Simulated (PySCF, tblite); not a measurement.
# C₆H₁₄Si₂: geometry, infrared bands and NMR shifts

Wanted: the infrared bands and NMR shifts of C₆H₁₄Si₂ (`[SiH3][SiH2]C1=CCCCC1`), by calculation.

Computed with tblite 0.8.0 and PySCF 2.14.0, with density-fitted response routines of our own, on a single molecule in the gas phase. Atoms are numbered from 0 throughout.

**1. The starting structure**

22 atoms, charge 0, multiplicity 1; geometry from: force field or distance geometry start.

Bonds of the start (Å): Si0–Si1 2.23, Si1–C2 1.84, C2–C3 1.32, C3–C4 1.48, C4–C5 1.50, C5–C6 1.48, C6–C7 1.49, C7–C2 1.49, Si0–H8 1.48, Si0–H9 1.47, Si0–H10 1.46, Si1–H11 1.48, Si1–H12 1.46, C3–H13 1.11, C4–H14 1.12, C4–H15 1.12, C5–H16 1.12, C5–H17 1.12, C6–H18 1.11, C6–H19 1.11, C7–H20 1.10, C7–H21 1.12.

**2. Geometry optimisation with GFN2-xTB**

The job: settings as JSON, then the geometry in Å.

```
{"job": {"kind": "relax", "xc": "GFN2-xTB", "basis": "xTB"}, "charge": 0, "multiplicity": 1}
Si     3.423800     0.738900     0.064600
Si     2.004500    -0.984800     0.038600
C      0.246000    -0.446100     0.156900
C     -0.669900    -1.153900     0.797700
C     -2.099200    -0.783800     0.935400
C     -2.496300    -0.071000    -0.324100
C     -1.576600     0.976000    -0.831500
C     -0.125800     0.829100    -0.512000
H      3.126700     1.587000    -1.105900
H      3.344100     1.538200     1.298600
H      4.772700     0.195400    -0.018800
H      2.326100    -1.968400     1.098200
H      2.156200    -1.632900    -1.255900
H     -0.303700    -2.090300     1.271900
H     -2.226700    -0.081300     1.800700
H     -2.697000    -1.714500     1.119400
H     -2.763700    -0.856600    -1.078800
H     -3.480900     0.425800    -0.107000
H     -1.915700     1.966900    -0.449800
H     -1.706600     1.019400    -1.935100
H      0.211000     1.667400     0.107600
H      0.440200     0.859000    -1.472200
```

The run is started by

```console
$ OMP_NUM_THREADS=1 python probes_run.py task.json out
```

The driver reads the jobs from task.json and runs them one after another.

**Question.** This job is followed by: GFN2-xTB harmonic vibrations, gas phase; GIAO PBE0/pcSseg-1 NMR shielding, non-relativistic, gas phase. What will the session give for the following? strongest single infrared mode (GFN2-xTB); zero-point energy (GFN2-xTB); 13C shifts against TMS (PBE0/pcSseg-1); 1H shifts against TMS (PBE0/pcSseg-1, means over atoms taken as alike); 29Si shifts against TMS (PBE0/pcSseg-1); surface potential, 1st and 99th percentile.

As calculated:

```
                                                              quantity                                         value
                             strongest single infrared mode (GFN2-xTB)                          675 cm⁻¹, 652 km/mol
                                          zero-point energy (GFN2-xTB)                                109.1 kcal/mol
                                13C shifts against TMS (PBE0/pcSseg-1)      147.8, 138.8, 33.1, 32.0, 26.8, 25.7 ppm
1H shifts against TMS (PBE0/pcSseg-1, means over atoms taken as alike)  6.51, 4.22, 3.41, 2.23, 2.13, 1.63, 1.63 ppm
                               29Si shifts against TMS (PBE0/pcSseg-1)                             -72.3, -119.2 ppm
                                 surface potential, 1st and 99th percentile                            -0.51 V and 0.82 V
```

What this shows: The optimisation took 177 steps and gained 0.664 eV; among the close pairs (by a distance rule), Si0–Si1 changed most, from 2.233 to 2.312 Å. No mode is imaginary among the 60: a minimum at this level. The strongest single mode, at 675 cm⁻¹, moves mainly H12 and H11. GFN2-xTB is a fitted tight-binding method: band positions and strengths are rough. Its intensities can rank the bands wrongly. The most deshielded hydrogen is H13 (hydrogen on an alkene CH), at 6.51 ppm: attached to an sp2 carbon and in the plane of the double bond.
